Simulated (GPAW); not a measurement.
# Ba2Tl5V3O12 (R-3m) in GPAW: equation of state

How stiff is Ba2Tl5V3O12 in PBE, and what volume does it want? The cell is scaled to several volumes.

Everything below comes from runs of GPAW 26.7.0. Logs are shortened: lines on timing, memory, paths and dates and some standing lists are left out, and cuts for length are marked. The log counts tension as positive stress, the text compression.

### Step 1. Starting point

The structure is trigonal, space group R-3m (No. 166). Conventional cell: a = 8.474 Å, b = 8.474 Å, c = 18.385 Å, α = 90.00°, β = 90.00°, γ = 120.00°. Ba (site symmetry -3m) is surrounded by 12 O at 3.23 Å. Around Ba (site symmetry -3m) lie 12 O at 3.22 Å. Around V (site symmetry 2/m) lie 4 O at 1.82 Å. Tl (site symmetry 2/m) is surrounded by 4 O at 2.36 Å. Tl (site symmetry 3m) is surrounded by 3 V at 2.80 Å and 6 O at 2.84 Å and 3 Tl at 2.98 Å. Around O (site symmetry 1) lie 1 V at 1.82 Å.

The cell was built by a generator and needn't be a form met in nature.

### Step 2. Equation of state, PBE, collinear spin, ferromagnetic start

run.py reads:

```python
from ase import Atoms
from ase.eos import EquationOfState
from ase.io import Trajectory
from ase.units import GPa
from ase.parallel import parprint
from gpaw import GPAW, PW

atoms = Atoms(['Ba', 'Ba', 'V', 'V', 'V', 'Tl', 'Tl', 'Tl', 'Tl', 'Tl', 'O', 'O', 'O', 'O', 'O', 'O', 'O', 'O', 'O', 'O', 'O', 'O'],
              cell=[[4.2369789974, 2.4462209647, 6.1284],
                    [-4.2369789974, 2.4462209647, 6.1284],
                    [0.0, -4.8924419294, 6.1284]],
              scaled_positions=[[0.5, 0.5, 0.5],
                                [0.0, 0.0, 0.0],
                                [0.5, 0.5, 0.0],
                                [0.0, 0.5, 0.5],
                                [0.5, 0.0, 0.5],
                                [0.0, 0.0, 0.5],
                                [0.5, 0.0, 0.0],
                                [0.0, 0.5, 0.0],
                                [0.74045, 0.74045, 0.74045],
                                [0.25955, 0.25955, 0.25955],
                                [0.71652, 0.08089, 0.41242],
                                [0.41242, 0.71652, 0.08089],
                                [0.08089, 0.41242, 0.71652],
                                [0.58758, 0.91911, 0.28348],
                                [0.91911, 0.28348, 0.58758],
                                [0.28348, 0.58758, 0.91911],
                                [0.28348, 0.91911, 0.58758],
                                [0.58758, 0.28348, 0.91911],
                                [0.91911, 0.58758, 0.28348],
                                [0.41242, 0.08089, 0.71652],
                                [0.08089, 0.71652, 0.41242],
                                [0.71652, 0.41242, 0.08089]],
              pbc=True)
atoms.set_initial_magnetic_moments([0.0, 0.0, 2.0, 2.0, 2.0, 0.0, 0.0, 0.0, 0.0, 0.0, 0.0, 0.0, 0.0, 0.0, 0.0, 0.0, 0.0, 0.0, 0.0, 0.0, 0.0, 0.0])

traj = Trajectory('eos.traj', 'w')
volumes, energies = [], []
for x in [0.94, 0.96, 0.98, 1.0, 1.02, 1.04, 1.06]:
    a = atoms.copy()
    a.set_cell(atoms.cell * x**(1 / 3), scale_atoms=True)
    calc = GPAW(mode=PW(800),
                xc='PBE',
                kpts={'size': (4, 4, 4), 'gamma': True},
                occupations={'name': 'fermi-dirac', 'width': 0.05},
                nbands=153,
                convergence={'density': 1e-05, 'energy': 1e-05},
                maxiter=150,
                txt=f'eos-{x:.2f}.txt')
    a.calc = calc
    energies.append(a.get_potential_energy(force_consistent=True))
    volumes.append(a.get_volume())
    p = -a.get_stress()[:3].mean() / GPa
    calc.write(f'eos-{x:.2f}.gpw')
    traj.write(a)
    parprint(f'{x:.2f} {volumes[-1]:10.4f} A^3 {energies[-1]:14.6f} eV {p:9.3f} GPa', flush=True)

v0, e0, B = EquationOfState(volumes, energies, eos='birchmurnaghan').fit()
parprint(f'V0 = {v0:.4f} A^3, E0 = {e0:.6f} eV, B0 = {B / GPa:.2f} GPa')
```

Potentials or basis: GPAW PAW data sets (gpaw-data 1.2.1), pw.

Started as:

```
$ OMP_NUM_THREADS=1 mpirun -n 8 gpaw python run.py
```

Standard output:

```text
__  _  _
 | _ |_)|_||  |
 |__||  | ||/\| - 26.7.0

Input parameters:
  mode=PW(ecut=800.0),
  convergence={'density': 1e-05, 'energy': 1e-05},
  kpts=MonkhorstPack(size=(4, 4, 4), gamma=True),
  maxiter=150,
  nbands=153,
  occupations=Occupations(name='fermi-dirac', width=0.05),
  xc=XC(name='PBE')

Diagonalizing LCAO Hamiltonian
Converting LCAO to pw mode

               Tl

             O      O
        O             O
           O     O
               Ba
             O     O
        O       V     O

         VO      O V
               Tl

           Tl        Tl

              Tl

               Ba

Atoms  # Å, Bohr magnetons
|    | symbol |         x |         y |         z |    initial magnetic moments |
|----|--------|-----------|-----------|-----------|-----------------------------|
|  0 |     Ba |  0.000000 |  0.000000 |  9.004943 | ( 0.0000,  0.0000,  0.0000) |
|  1 |     Ba |  0.000000 |  0.000000 |  0.000000 | ( 0.0000,  0.0000,  0.0000) |
|  2 |      V |  0.000000 |  2.396284 |  6.003296 | ( 0.0000,  0.0000,  2.0000) |
|  3 |      V | -2.075243 | -1.198142 |  6.003296 | ( 0.0000,  0.0000,  2.0000) |
|  4 |      V |  2.075243 | -1.198142 |  6.003296 | ( 0.0000,  0.0000,  2.0000) |
|  5 |     Tl |  0.000000 | -2.396284 |  3.001648 | ( 0.0000,  0.0000,  0.0000) |
[... 14 lines left out ...]
| 20 |      O | -2.638173 | -0.065730 |  7.262967 | ( 0.0000,  0.0000,  0.0000) |
| 21 |      O |  1.262163 |  2.317590 |  7.262967 | ( 0.0000,  0.0000,  0.0000) |

Unit cell  # Å
| periodic |         x |         y |        z |  lengths |    angles |
|----------|-----------|-----------|----------|----------|-----------|
|      yes |  4.150486 |  2.396284 | 6.003296 | 7.681684 | 65.409403 |
|      yes | -4.150486 |  2.396284 | 6.003296 | 7.681684 | 65.409403 |
|      yes |  0.000000 | -4.792568 | 6.003296 | 7.681684 | 65.409403 |

Number of symmetries: 12
Symmetry operations  # r_c * U_cc + t_c -> r_c
|    | kind |            matrix            |
|----|------|------------------------------|
|  0 |  E   |  1, 0, 0,  0, 1, 0,  0, 0, 1 |
|  1 |  σ   |  1, 0, 0,  0, 0, 1,  0, 1, 0 |
|  2 |  σ   |  0, 1, 0,  1, 0, 0,  0, 0, 1 |
|  3 |  C3  |  0, 1, 0,  0, 0, 1,  1, 0, 0 |
|  4 |  C3  |  0, 0, 1,  1, 0, 0,  0, 1, 0 |
|  5 |  σ   |  0, 0, 1,  0, 1, 0,  1, 0, 0 |
|  6 |  C2  |  0, 0,-1,  0,-1, 0, -1, 0, 0 |
|  7 |  S6  |  0, 0,-1, -1, 0, 0,  0,-1, 0 |
|  8 |  S6  |  0,-1, 0,  0, 0,-1, -1, 0, 0 |
|  9 |  C2  |  0,-1, 0, -1, 0, 0,  0, 0,-1 |
| 10 |  C2  | -1, 0, 0,  0, 0,-1,  0,-1, 0 |
| 11 |  i   | -1, 0, 0,  0,-1, 0,  0, 0,-1 |

BZ-sampling:
  Number of BZ points: 64
  Number of IBZ points: 13

  Monkhorst-Pack size: [4, 4, 4]
  Monkhorst-Pack shift: [0.125, 0.125, 0.125]

K-points  # in reciprocal-cell coordinates
|     |                                coordinates |     weight |
|-----|--------------------------------------------|------------|
|   0 | (  0.00000000,   0.00000000,   0.00000000) | 0.01562500 |
|   1 | (  0.25000000,   0.00000000,  -0.25000000) | 0.09375000 |
|   2 | (  0.25000000,   0.00000000,   0.00000000) | 0.09375000 |
|   3 | (  0.25000000,   0.25000000,  -0.25000000) | 0.09375000 |
|   4 | (  0.25000000,   0.25000000,   0.00000000) | 0.09375000 |
|   5 | (  0.25000000,   0.25000000,   0.25000000) | 0.03125000 |
|   6 | (  0.50000000,   0.00000000,   0.00000000) | 0.04687500 |
|   7 | (  0.50000000,   0.25000000,  -0.25000000) | 0.09375000 |
|   8 | (  0.50000000,   0.25000000,   0.00000000) | 0.18750000 |
|   9 | (  0.50000000,   0.25000000,   0.25000000) | 0.09375000 |
| ... |                                            |            |
|  12 | (  0.50000000,   0.50000000,   0.50000000) | 0.01562500 |

Plane wave coefficients: 18435
Cutoff: 800.0 eV

Spin-components: 2 (collinear spins)
Bands:           153
Projectors:      120
Spin-degeneracy: 1
Datatype:        complex128

Parallelization:
  kpt:    4
  domain: 2
  band:   1

Density:
  Valence electrons: 196.0
  Components: 2
  Grid points: [54 54 54]
  Charge: 0.0  # |e|

Potential:
  Grid points: [54 54 54]

species:
  Ba:
    name:    Barium
    Z:       56.0
    valence: 10
    core:    46
    charge:  0.0  # [|e|]
    compensation charges:
      type: gauss
      rc: 0.37  # [Å]
      lmax: 2
    cutoffs:
      filter: 2.06  # [Å]
      core: 2.33  # [Å]
    projectors
    | kind |    occ | energy [eV] | rcut [Å] |
    |------|--------|-------------|----------|
    |   5s |  2.000 |     -33.644 |    1.164 |
    |   6s |  2.000 |      -3.229 |    1.164 |
    |   5p |  6.000 |     -18.744 |    1.164 |
    |    p |        |       0.000 |    1.164 |
    |    d |        |       0.000 |    1.164 |
    |    d |        |      27.211 |    1.164 |

    Using partial waves for Ba as LCAO basis

  V:
    name:    Vanadium
    Z:       23.0
    valence: 13
    core:    10
    charge:  0.0  # [|e|]
    compensation charges:
      type: gauss
      rc: 0.37  # [Å]
      lmax: 2
    cutoffs:
      filter: 2.14  # [Å]
      core: 0.96  # [Å]
    projectors
    | kind |    occ | energy [eV] | rcut [Å] |
    |------|--------|-------------|----------|
    |   3s |  2.000 |     -70.222 |    1.254 |
    |   4s |  2.000 |      -4.702 |    1.254 |
    |   3p |  6.000 |     -44.043 |    1.281 |
    |   4p |  0.000 |      -1.444 |    1.281 |
    |   3d |  3.000 |      -5.164 |    1.169 |
    |    d |        |      22.047 |    1.169 |

    Using partial waves for V as LCAO basis

  Tl:
    name:    Thallium
    Z:       81.0
    valence: 13
    core:    68
    charge:  0.0  # [|e|]
    compensation charges:
      type: gauss
      rc: 0.38  # [Å]
      lmax: 2
    cutoffs:
      filter: 2.11  # [Å]
      core: 2.55  # [Å]
    projectors
    | kind |    occ | energy [eV] | rcut [Å] |
    |------|--------|-------------|----------|
    |   6s |  2.000 |      -9.493 |    1.212 |
    |   6p |  1.000 |      -2.379 |    1.270 |
    |   5d | 10.000 |     -15.517 |    1.191 |
    |    s |        |      17.718 |    1.212 |
    |    p |        |      24.832 |    1.270 |
    |    d |        |      11.695 |    1.191 |

    Using partial waves for Tl as LCAO basis

  O:
    name:    Oxygen
    Z:       8.0
    valence: 6
    core:    2
    charge:  0.0  # [|e|]
    compensation charges:
      type: gauss
      rc: 0.21  # [Å]
      lmax: 2
    cutoffs:
      filter: 1.17  # [Å]
      core: 0.83  # [Å]
    projectors
    | kind |    occ | energy [eV] | rcut [Å] |
    |------|--------|-------------|----------|
    |   2s |  2.000 |     -23.961 |    0.688 |
    |   2p |  4.000 |      -9.029 |    0.598 |
    |    s |        |       3.251 |    0.688 |
    |    p |        |      18.182 |    0.598 |
    |    d |        |       0.000 |    0.619 |

    Using partial waves for O as LCAO basis

Reference energy: -3294732.300680  # eV

eigensolver:
  PPCG
  Converge bands: occupied
  niter=2

density mixing:
  MSR1-Mixer
  Pratt-step length: 0.05
  Maximum mixing coefficient: 0.75
  Old densities: 10
  SVD Regularization: 0.005
  Good broyden scale: 1.0
  Trust region scale: 1.0
  Backstep threshold: 4.0
  History deletion threshold: 6.0
  Fourier metric: weight=20.0, sigma=0.015

occupation numbers:
  Fermi-Dirac:
    width: 0.0500  # eV

poisson solver:
  ecut: 6400.0  # eV

xc functional:
  name: PBE with 2 nearest neighbor stencil

convergence criteria:
- Maximum integral of absolute [dens]ity change: 1e-05 electrons / valence electron
- Maximum [total energy] change in last 3 cyles: 1e-05 eV / valence electron
- Maximum integral of absolute [eigenst]ate change: 4e-08 eV^2 / valence electron
maximum number of iterations: 150

SCF iterations
|iter     | |      energy | eigst |  dens |  magmom |
|---------|-|-------------|-------|-------|---------|
|iter:   1| | -154.943109 | +0.58 |       |  +6.0166|
|iter:   2| | -145.873633 | -0.58 | -0.81 |  +5.7416|
|iter:   3| | -131.482265 | -0.23 | -0.91 |  +4.9428|
|iter:   4| | -130.924319 | -1.17 | -1.22 |  +3.9994|
|iter:   5| | -131.289838 | -1.75 | -1.46 |  +2.5192|
|iter:   6| | -131.236408 | -2.39 | -1.65 |  +1.5880|
|iter:   7| | -131.267764 | -3.02 | -2.17 |  +1.1990|
|iter:   8| | -131.276714 | -3.65 | -2.45 |  +1.0464|
|iter:   9| | -131.277224 | -4.28 | -2.82 |  +1.0734|
|iter:  10| | -131.277404c| -4.77 | -3.17 |  +1.0806|
|iter:  11| | -131.277339c| -5.23 | -3.57 |  +1.0795|
|iter:  12| | -131.277317c| -6.09 | -4.04 |  +1.0810|
|iter:  13| | -131.277307c| -6.82 | -4.47 |  +1.0811|
|iter:  14| | -131.277305c| -7.42c| -4.96 |  +1.0812|
|iter:  15| | -131.277304c| -7.70c| -5.46c|  +1.0813|

Converged in 15 steps
Energy contributions relative to reference atoms: (reference = -3294732.300680)

Energy contributions:
  Kinetic:         182.478414
  Coulomb:        -179.904018
  Zero:              2.619783
  External:          0.000000
  Xc:             -136.451297
  Entropy:          -0.040374
  Spinorbit:         0.000000
  ----------------------------
  Free energy:    -131.297491
  Extrapolated:   -131.277304

dipole moment: (20.516847, 11.845407, -270.480337)  # |e|*Ang

Total magnetic moment: (0.000000, 0.000000, 1.081282)

Local magnetic moments
|        x |        y |         z |
|----------|----------|-----------|
| 0.000000 | 0.000000 |  0.000854 |  # Ba   0
| 0.000000 | 0.000000 | -0.000855 |  # Ba   1
| 0.000000 | 0.000000 |  0.305883 |  # V    2
| 0.000000 | 0.000000 |  0.305883 |  # V    3
| 0.000000 | 0.000000 |  0.305883 |  # V    4
| 0.000000 | 0.000000 |  0.000414 |  # Tl   5
[... 14 lines left out ...]
| 0.000000 | 0.000000 | -0.008049 |  # O   20
| 0.000000 | 0.000000 | -0.008049 |  # O   21

Fermi level: 6.424
Eigenvalues  # (at kpt = [0.000, 0.000, 0.000])
| band index |      eig [eV] | occ [0-1] |      eig [eV] | occ [0-1] |
|------------|---------------|-----------|---------------|-----------|
|          0 |       -58.706 |     1.000 |       -58.408 |     1.000 |
|        ... |               |           |               |           |
|         92 |         4.886 |     1.000 |         4.898 |     1.000 |
|         93 |         4.905 |     1.000 |         4.898 |     1.000 |
|         94 |         5.264 |     1.000 |         5.242 |     1.000 |
|         95 |         5.830 |     1.000 |         5.841 |     1.000 |
|         96 |         5.830 |     1.000 |         5.887 |     1.000 |
|         97 |         5.855 |     1.000 |         5.887 |     1.000 |
[... 8 lines left out ...]
|        106 |         8.371 |     0.000 |         8.512 |     0.000 |
|        107 |         8.394 |     0.000 |         8.535 |     0.000 |
|        ... |               |           |               |           |
|        152 |        19.199 |     0.000 |        19.429 |     0.000 |

No gap
No difference between direct/indirect transitions

Stress tensor  # eV/Ang^3
|         x |         y |         z |
|-----------|-----------|-----------|
| -0.038332 |  0.000000 | -0.000000 |
|  0.000000 | -0.038332 | -0.000000 |
| -0.000000 | -0.000000 | -0.055834 |

# Writing to eos-0.94.gpw (mode='')
```

It took 61 min on 8 MPI ranks of Intel Xeon Platinum 8259CL at 2.50GHz (Skylake/Cascade Lake), shared host; peak memory 0.92 GiB.

Results:

```
Equilibrium volume                        : 17.41 Å³/atom
Bulk modulus at fixed shape and positions : 91 GPa
Pressure derivative of the bulk modulus   : 4.8
```

Energy against volume, from the lowest point:
| volume (Å³/atom) | energy (meV/atom) |
| --- | --- |
| 16.284 | 23.57 |
| 16.630 | 10.81 |
| 16.977 | 3.14 |
| 17.323 | 0.00 |
| 17.670 | 0.91 |
| 18.016 | 5.41 |
| 18.363 | 13.10 |

Caveat: the cell was scaled at fixed shape and fractional positions, which overstates the stiffness of a crystal with free parameters, most of all of layers and chains. The run has no spin-orbit coupling, so splittings on Ba, Tl are missing.
